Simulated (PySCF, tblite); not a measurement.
# C₄H₁₃B₂N₂−: geometry, infrared bands and NMR shifts

Aim: predict the infrared bands and NMR shifts of C₄H₁₃B₂N₂− (`BN[BH2-]N1CCCC1`).

The runs use tblite 0.8.0 and PySCF 2.14.0, with density-fitted response routines of our own; the level of theory stands in each step. All values are computed, except where a source is named. Atoms are numbered from 0 throughout.

## 1. The molecule as given

21 atoms, charge -1, multiplicity 1; geometry from: force field or distance geometry start.

Bonds of the start (Å): B0–N1 1.53, N1–B2 1.53, B2–N3 1.48, N3–C4 1.41, C4–C5 1.51, C5–C6 1.51, C6–C7 1.53, C7–N3 1.38, B0–H8 1.18, B0–H9 1.16, N1–H10 1.05, B2–H11 1.18, B2–H12 1.20, C4–H13 1.12, C4–H14 1.11, C5–H15 1.09, C5–H16 1.13, C6–H17 1.11, C6–H18 1.09, C7–H19 1.12, C7–H20 1.10.

## 2. Relaxing the molecule with GFN2-xTB

What the job is given:

```
{"job": {"kind": "relax", "xc": "GFN2-xTB", "basis": "xTB"}, "charge": -1, "multiplicity": 1}
B      3.106000     0.808800    -0.056100
N      2.182500    -0.142800     0.706100
B      1.245700    -0.837100    -0.277900
N     -0.139000    -0.366100    -0.086600
C     -1.007500    -1.007300     0.822800
C     -2.308800    -0.232500     0.795200
C     -2.081400     0.895600    -0.186700
C     -0.630900     0.796000    -0.648500
H      2.564000     1.606600    -0.732500
H      4.246900     0.834100     0.148300
H      2.827200    -0.865700     1.121900
H      1.708800    -0.717600    -1.357400
H      1.300400    -2.003800    -0.012500
H     -1.130100    -2.074800     0.520200
H     -0.559900    -1.033100     1.841100
H     -3.121200    -0.908900     0.513800
H     -2.443200     0.156500     1.842500
H     -2.243200     1.832300     0.390800
H     -2.756400     0.804100    -1.042900
H     -0.603900     0.718100    -1.761300
H     -0.165000     1.754700    -0.385900
```

Command:

```
OMP_NUM_THREADS=1 python probes_run.py task.json out
```

One launch serves the whole session: the jobs run in the order shown.

**Question.** This job is followed by: GFN2-xTB harmonic vibrations, gas phase; GIAO PBE0/pcSseg-1 NMR shielding, non-relativistic, gas phase. Predict these results of the whole session: strongest single infrared mode (GFN2-xTB); zero-point energy (GFN2-xTB); 13C shifts against TMS (PBE0/pcSseg-1); 1H shifts against TMS (PBE0/pcSseg-1); 11B shifts against BF3·OEt2 (PBE0/pcSseg-1); 15N shifts against NH3 (PBE0/pcSseg-1).

As calculated:

| quantity | value |
| --- | --- |
| strongest single infrared mode (GFN2-xTB) | 2143 cm⁻¹, 544 km/mol |
| zero-point energy (GFN2-xTB) | 108.6 kcal/mol |
| 13C shifts against TMS (PBE0/pcSseg-1) | 54.7, 28.5 ppm |
| 1H shifts against TMS (PBE0/pcSseg-1) | 5.11, 4.36, 2.83, 2.63, 1.27 ppm |
| 11B shifts against BF3·OEt2 (PBE0/pcSseg-1) | 29.0, -13.7 ppm |
| 15N shifts against NH3 (PBE0/pcSseg-1) | 173.2, 66.7 ppm |

What this shows: The optimisation took 114 steps and gained 1.666 eV; among the bonded pairs, B0–N1 changed most, from 1.529 to 1.363 Å. All 57 modes are real, so the xTB geometry is a minimum. The strongest single mode, at 2143 cm⁻¹, moves mainly H12. Unscaled tight-binding wavenumbers are off by several per cent, some by more. Its intensities can rank the bands wrongly. The most deshielded carbon is C4, C7 (mean) (sp3 CH2 bonded to N), at 54.7 ppm: deshielded by the electronegative neighbour. At PBE0/pcSseg-1: Shielding is most anisotropic at N1 (span 298 ppm, paramagnetic term -226 ppm).
